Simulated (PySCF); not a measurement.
# The bond of InS+, level by level

An exercise on one series of results from a longer session: the logs are not shown, and one member is left open.

Computed with PySCF 2.14.0. Level: In def2-SVPD with ECP28, S def2-SVPD, scalar-relativistic core potentials.

The first run:

A driver script around PySCF takes these settings:

```yaml
atoms: In, S
charge: 1
basis: In def2-SVPD with ECP28, S def2-SVPD
Hamiltonian: scalar-relativistic core potentials
basis_functions: 59
electrons_treated: 36
masses_in_u: 114.9039, 31.9721
levels: PBE0, PBE, r²SCAN, revPBE, B97-3, BLYP, HF, MP2, SCS-MP2, CCSD, CCSD(T)
grid: 80 radial by 434 angular points
occupations: held fixed by the projection of orbital angular momentum
dissociation_limit: In+ + S, each in its ground configuration
starting_distance_in_angstrom: 2.475
values_of_2S_to_try: 0, 2
```

Run with:

```bash
OMP_NUM_THREADS=1 python dia.py task.json out
```

Steps of the session up to this table: Set-up; The PBE0 curve of the state that the search chose; Other states along the same grid; PBE; r²SCAN (meta-GGA); revPBE (GGA); B97-3 (global hybrid GGA); BLYP (GGA); UHF; MP2 and coupled cluster.

One of the session's tables, all rows but one given; the rest of the session is left out.

```
      level  Re (Å)  ωe (cm⁻¹)  De (eV)
        UHF       ?          ?        ?
    UHF-MP2   3.226      112.0    0.445
UHF-SCS-MP2   3.257      107.6    0.417
   UHF-CCSD   3.242      109.1    0.429
UHF-CCSD(T)   3.222      112.9    0.452
        PBE   3.146      128.0     0.59
     revPBE   3.206      117.1    0.497
       BLYP   3.214      116.0     0.50
     r²SCAN   3.121      131.6     0.57
       PBE0   3.144      127.2     0.53
      B97-3   3.236      112.1    0.442
```

**Question.** Estimate the row for UHF.

**Answer.** Re (Å): 3.376; ωe (cm⁻¹): 90.4; De (eV): 0.317. In the column «Re (Å)» it is the highest.

De is counted to In+ + S in their ground configurations.
